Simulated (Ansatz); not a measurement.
This script drives the Python package of Ansatz (0.2.0).

`dfpt_tan.py`
```python
"""Zone-centre and zone-boundary phonons of TaN by linear response."""

from pathlib import Path
import logging
import sys
import warnings

import ansatz
from ase import Atoms
import numpy as np

logging.basicConfig(stream=sys.stdout, format="%(name)s: %(message)s")
log = logging.getLogger("run")
log.setLevel(logging.INFO)

warnings.simplefilter("ignore", ansatz.DeckWarning)

atoms = Atoms(
    ["Ta", "N"],
    scaled_positions=[
        (1 / 3, 2 / 3, 0.5),
        (0.0, 0.0, 0.0),
    ],
    cell=[
        (2.938, 0.0, 0.0),
        (-1.469, 2.54438, 0.0),
        (0.0, 0.0, 2.883),
    ],
    pbc=True,
)
tan = ansatz.Crystal.from_ase(atoms)

calc = (
    tan.calculation()
    .pseudopotentials("paw")
    .basis(510)
    .occupations("Fermi-Dirac", width=0.1)
    .functional("lda")
    .kpoints(12, 12, 10)
    .phonons("dfpt", points=[(0, 0, 0), (0.5, 0.5, 0), (0.5, 0, 0)])
)
outcome = calc.run(runs_dir="runs")
ph = outcome.phonons

for q in ph.qpoints:
    print("q =", np.round(q.q_frac, 3), "1/cm:", " ".join(f"{w:.1f}" for w in q.omega_inv_cm))
```

It is started by `python dfpt_tan.py`. How long does it take on 1 thread of Arm Neoverse V2, with other jobs on the host, and how much memory does it need?

It took about 120 s, with a peak of 0.76 GiB, for 1 run of the engine.

Running `python dfpt_tan.py` prints:
```text
RunWarning: eigensolver did not converge (k=7): 1 band(s) unlocked after 20 sweeps at ethr=1.00e-12 eV (lowest unlocked band 12, counted from 0; max residual 2.25e-5 eV among the unlocked bands, 2.25e-5 eV over every band); it also stands for any lines of this kind, at other spin channels or k-points, that are folded behind it: those get no warning and are in no list of notices (the docstring of `ansatz.RunWarning` has the rule; a callback given to `ansatz.Run.execute(on_event=...)` receives each)
q = [0. 0. 0.] 1/cm: -0.0 -0.0 0.0 513.8 513.8 526.8
q = [0.5 0.5 0. ] 1/cm: 174.4 174.7 260.1 507.5 537.9 580.3
q = [0.5 0.  0. ] 1/cm: 174.4 174.7 260.1 507.5 537.9 580.3
```
(Warnings from the package without file and line.)

Caveats:
- The run is spin-unpolarised.
- The cell isn't relaxed first, so the values belong to this volume.
- For a metal this k-point mesh is coarse: on a finer one energies can move by several to tens of meV an atom and pressures by half a GPa or more, differences at one mesh by less.
- Spin-orbit coupling, which matters for elements this heavy, is left out.
- The structure is a deposited one; some such entries were measured under pressure or heat, so a shift against it needn't be the functional's error alone.
- The structure is taken as given; imaginary modes can come from an unrelaxed or unstable start. Phonons of metals also depend on mesh and smearing.
- The script silences the warnings on its input, which a real study should read.
